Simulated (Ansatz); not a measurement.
**AlH3STe (SMILES [SH][AlH][TeH]): single points off equilibrium**

The task here is to estimate one member of a computed series from the others.

The runs use Ansatz 0.2.0, Gaussian basis; single points in def2-TZVPP.

Cores are frozen in the correlated methods. Filled d shells of the heavier atoms are correlated. Core potentials replace the inner electrons past krypton, and spin-orbit coupling is left out.

## The system as given

6 atoms, charge 0, spin multiplicity 1.

Atoms are counted from 1 here; the program's logs count them from 0.

Bond lengths: S1–Al2 2.213 Å, S1–H4 1.334 Å, Al2–Te3 2.520 Å, Al2–H5 1.548 Å, Te3–H6 1.631 Å. Angles: Al2–S1–H4 89.0°, S1–Al2–Te3 122.9°, S1–Al2–H5 110.4°, Te3–Al2–H5 126.7°, Al2–Te3–H6 81.8°.

Coordinates:

```mol
AlH3STe
  3D, bonds by distance, orders not assigned

  6  5  0  0  0  0  0  0  0  0999 V2000
    1.2474   -0.0148   -1.3381 S   0  0
   -0.5438   -0.0457   -0.0392 Al  0  0
   -0.4166   -0.3435    2.4598 Te  0  0
    0.4475   -0.0824   -2.4033 H   0  0
   -1.8243    0.1800   -0.8791 H   0  0
    1.0613    0.3053    2.2274 H   0  0
  1  2  8  0
  1  4  8  0
  2  3  8  0
  2  5  8  0
  3  6  8  0
M  END
```

Set-up of the first run:

Contents of run/in.yaml:

```yaml
crystal:
  periodic: [false, false, false]
  atoms:
    - {symbol: S, position_ang: [1.247400, -0.014800, -1.338100]}
    - {symbol: Al, position_ang: [-0.543800, -0.045700, -0.039200]}
    - {symbol: Te, position_ang: [-0.416600, -0.343500, 2.459800]}
    - {symbol: H, position_ang: [0.447500, -0.082400, -2.403300]}
    - {symbol: H, position_ang: [-1.824300, 0.180000, -0.879100]}
    - {symbol: H, position_ang: [1.061300, 0.305300, 2.227400]}
basis:
  gaussian: {orbitals: def2-TZVPP}
correlation: {method: ccsd_t}
output: {forces: true}
```

No record of the launch command was kept for these runs.

Among the steps run: CCSD(T)/def2-TZVPP; PBE0-D4/def2-TZVPP; wB97M-V/def2-TZVPP; r2SCAN-D4/def2-TZVPP; PBE-D4/def2-TZVPP; CAM-B3LYP-D4/def2-TZVPP; BLYP-D4/def2-TZVPP.

One of the session's tables, all rows but one given; the rest of the session is left out.

```
      method  RMS force component (eV/Å)  angle to CCSD(T) forces (°)  dipole (D)
     CCSD(T)                       0.246                    reference        0.84
     PBE0-D4                       0.300                          7.0        0.85
     wB97M-V                       0.253                         11.3        0.86
   r2SCAN-D4                       0.296                          7.3        0.80
      PBE-D4                       0.385                         22.4        0.78
CAM-B3LYP-D4                       0.269                         14.1        0.91
     BLYP-D4                           ?                            ?           ?
```

Estimate the missing values for BLYP-D4.

**Answer.** RMS force component (eV/Å): 0.380; angle to CCSD(T) forces (°): 28.4; dipole (D): 0.82. In the column «RMS force component (eV/Å)» it lies between PBE0-D4 (0.300) and PBE-D4 (0.385).
